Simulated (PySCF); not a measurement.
**KSn: bond curves at several levels of theory**

An exercise on one series of results from a longer session: the logs are not shown, and one member is left open.

Computed with PySCF 2.14.0. Level: K def2-SVP, Sn def2-SVP with ECP28, scalar-relativistic core potentials.

Set-up of the first run:

The job is set up so:

```json
{
 "atoms": "K, Sn",
 "charge": "0",
 "basis": "K def2-SVP, Sn def2-SVP with ECP28",
 "Hamiltonian": "scalar-relativistic core potentials",
 "basis functions": "50",
 "electrons treated": "41",
 "masses in u": "38.9637, 119.9022",
 "levels": "PBE0, PBE, r²SCAN, M06-2X, LDA, BLYP, LC-ωPBE, HF, MP2, SCS-MP2, CCSD, CCSD(T)",
 "grid": "80 radial by 434 angular points",
 "occupations": "held fixed by the projection of orbital angular momentum",
 "dissociation limit": "K + Sn, each in its ground configuration",
 "starting distance in angstrom": "3.295",
 "values of 2S to try": "1, 3"
}
```

Command:

```bash
$ OMP_NUM_THREADS=1 python dia.py task.json out
```

Steps of the session up to this table: Input; The PBE0 curve of the state that the search chose; Higher solutions at PBE0; PBE (GGA); r²SCAN (meta-GGA); M06-2X; LDA; BLYP; LC-ωPBE (range-separated hybrid); UHF; Correlated methods on the Hartree–Fock reference.

One of the session's tables, all rows but one given; the rest of the session is left out.

It belongs to the step «The curves together». Energy (eV) from each level's lowest point:

| R (Å) | UHF | UHF-MP2 | UHF-SCS-MP2 | UHF-CCSD | UHF-CCSD(T) |
| --- | --- | --- | --- | --- | --- |
| 2.831 | 0.486 | 0.404 | 0.417 | n/a | n/a |
| 2.963 | 0.243 | 0.189 | 0.198 | 0.196 | 0.195 |
| 3.095 | ? | ? | ? | ? | ? |
| 3.193 | 0.037 | 0.019 | 0.022 | 0.021 | 0.021 |
| 3.292 | 0.007 | 0.000 | 0.000 | 0.000 | 0.000 |
| 3.391 | 0.000 | 0.002 | 0.000 | 0.000 | 0.000 |
| 3.522 | 0.018 | 0.030 | 0.026 | 0.026 | 0.026 |
| 3.687 | 0.070 | 0.094 | 0.088 | 0.087 | 0.087 |
| 3.885 | 0.161 | 0.197 | 0.189 | 0.187 | 0.188 |
| 4.148 | 0.305 | 0.359 | 0.346 | n/a | n/a |

**Question.** Estimate the row for R (Å) = 3.095.

Worked estimate for «UHF». A straight line through the neighbours (2.963, 0.243) and (3.193, 0.037) gives 0.243 + (0.037 − 0.243) × (3.095 − 2.963) / (3.193 − 2.963) = 0.125; a parabola fitted to 4 rows on both sides gives 0.094.

As computed: UHF: 0.098; UHF-MP2: 0.067; UHF-SCS-MP2: 0.072; UHF-CCSD: 0.071; UHF-CCSD(T): 0.071. In «UHF» the line misses by +0.027 and the parabola by -0.004.
